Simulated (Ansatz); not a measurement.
# GaHClOF (SMILES [OH][Ga]([F])[Cl]): B3LYP/6-31G(d) (spherical functions)

What is the vertical electron affinity of GaHClOF at B3LYP/6-31G* (spherical functions)? 

The results are computed with Ansatz 0.2.0.

93 further runs of the same task are left out: 93 set aside as unsound or not needed. Runs told in other sessions of the task aren't counted.

**1. The structure to begin with**

The species is GaHClOF (5 atoms), meant as a singlet with charge 0. As SMILES, `[OH][Ga]([F])[Cl]`. The shape is that of a PBE0-D4/def2-TZVP optimisation. This is one conformer, not always the lowest.

Bond lengths: O1–Ga2 1.761 Å, Ga2–F3 1.733 Å, Ga2–Cl4 2.115 Å, O1–H5 0.961 Å. Angles: O1–Ga2–F3 117.4°, O1–Ga2–Cl4 124.1°, F3–Ga2–Cl4 118.5°, Ga2–O1–H5 113.2°.

**2. A single-point energy at B3LYP/6-31G(d) (spherical functions)**

File run.yaml:

```yaml
crystal:
  periodic: [false, false, false]
  atoms:
    - {symbol: O, position_ang: [-0.411400, -1.212900, 0.567400]}
    - {symbol: Ga, position_ang: [0.024700, 0.194000, -0.397200]}
    - {symbol: F, position_ang: [-0.341800, 0.143700, -2.089800]}
    - {symbol: Cl, position_ang: [0.960300, 1.923100, 0.382300]}
    - {symbol: H, position_ang: [-0.182000, -1.121400, 1.495800]}
basis:
  gaussian: {orbitals: 6-31G_st_-spherical.json}
hamiltonian: {xc: {name: B3LYP}}
accuracy: high
output: {orbitals: {seedname: orbitals}}
```

The basis set 6-31G* is read from a file made from the Basis Set Exchange's data (not shown).

On the command line:

```console
ansatz run run.yaml --threads 1 --pin off --max-ram 3480MiB --events-out events.jsonl --progress --plain --runs-dir runs
```

Log:

```text
Warning: RAYON_NUM_THREADS=1 ignored (pool sized by the plan → 1); use --threads N
Functional definition: B3LYP
  name "B3LYP"
  parameter a0 = 0.2
  parameter ax = 0.72
  parameter ac = 0.81
  exchange = (1 - a0 - ax)*slater_x + ax*b88_x + a0*exact_x
  correlation = (1 - ac)*vwn_rpa_c + ac*lyp_c
1622 factors; integrals over basis functions are off by at most 4.2e-9 eV
mean field evaluation 1: about -69669.7725 eV, gradient 6.6e1 eV
mean field evaluation 2: about -69637.1175 eV, gradient 1.4e2 eV
mean field evaluation 4: about -69676.9509 eV, gradient 1.1e1 eV
mean field evaluation 8: about -69677.2282 eV, gradient 7.6e-1 eV
mean field evaluation 16: about -69677.2295 eV, gradient 6.8e-5 eV
mean field -69677.22952156 eV, -2560.5909559950 hartree, gradient 1.8e-8 eV, S^2 0.000000; 0 other end points of the search recorded, 0 dependent functions left out
reference -69677.22955942 eV, -2560.5909573862 hartree; 33, 33 occupied and 47, 47 virtual orbitals, 1622 factors
Total energy: -69677.22955942 eV, -2560.5909573862 hartree
```

It took 7.2 s on 1 thread of Arm Neoverse V2, shared host; peak memory 0.27 GiB.

**3. The doublet anion**

File in.yaml:

```yaml
crystal:
  periodic: [false, false, false]
  atoms:
    - {symbol: O, position_ang: [-0.411400, -1.212900, 0.567400]}
    - {symbol: Ga, position_ang: [0.024700, 0.194000, -0.397200]}
    - {symbol: F, position_ang: [-0.341800, 0.143700, -2.089800]}
    - {symbol: Cl, position_ang: [0.960300, 1.923100, 0.382300]}
    - {symbol: H, position_ang: [-0.182000, -1.121400, 1.495800]}
basis:
  gaussian:
    orbitals: 6-31G_st_-spherical.json
output:
  orbitals: {seedname: orbitals}
total_charge: -1
magnetization:
  spin_polarized: true
  initial_magnetization: 1
accuracy: high
hamiltonian:
  xc: {name: B3LYP}
```

The basis set 6-31G* is read from a file made from the Basis Set Exchange's data (not shown).

On the command line:

```console
ansatz run in.yaml --threads 1 --pin off --max-ram 3480MiB --events-out events.jsonl --progress --plain --runs-dir runs
```

Log, cut to the lines that bear on the results:

```text
Warning: RAYON_NUM_THREADS=1 ignored (pool sized by the plan → 1); use --threads N
[... 7 set-up lines as earlier in the session ...]
1622 factors; integrals over basis functions are off by at most 4.2e-9 eV
mean field evaluation 1: about -69674.8953 eV, gradient 2.5e1 eV
mean field evaluation 2: about -69665.5577 eV, gradient 5.6e1 eV
mean field evaluation 4: about -69677.0086 eV, gradient 2.4e0 eV
mean field evaluation 8: about -69677.1164 eV, gradient 1.9e-1 eV
mean field evaluation 16: about -69677.1166 eV, gradient 1.6e-4 eV
mean field -69677.11657382 eV, -2560.5868052419 hartree, gradient 9.0e-8 eV, S^2 0.751423; 2 other end points of the search recorded, 0 dependent functions left out
reference -69677.11660947 eV, -2560.5868065519 hartree; 34, 33 occupied and 46, 47 virtual orbitals, 1622 factors
Total energy: -69677.11660947 eV, -2560.5868065519 hartree
```

It took 12 s on 1 thread of Arm Neoverse V2, shared host; peak memory 0.41 GiB.

**4. What came out**

Level: B3LYP/6-31G* (spherical functions).

| quantity | value |
| --- | --- |
| singlet GaHClOF: total energy | -2560.59096 Eh |
| singlet GaHClOF: HOMO energy | -9.20 eV |
| singlet GaHClOF: LUMO energy | -2.04 eV |
| singlet GaHClOF: HOMO–LUMO gap | 7.16 eV |
| doublet anion: total energy | -2560.58681 Eh |
| doublet anion: HOMO energy (highest over α and β) | 2.20 eV |
| doublet anion: LUMO energy (lowest over α and β) | 3.79 eV |
| doublet anion: ⟨S²⟩ | 0.751 |
| vertical electron affinity (to the doublet anion) | -0.113 eV |

**Reading.** The anion lies 0.11 eV (10.9 kJ/mol) above the neutral: the electron isn't bound at this level, and such a value depends on the basis. Without diffuse functions anions come out too high. The HOMO (doublet anion) lies at positive energy, 2.20 eV, from the functional's self-interaction, a short basis or an electron that isn't bound; only total energies against the neutral tell.
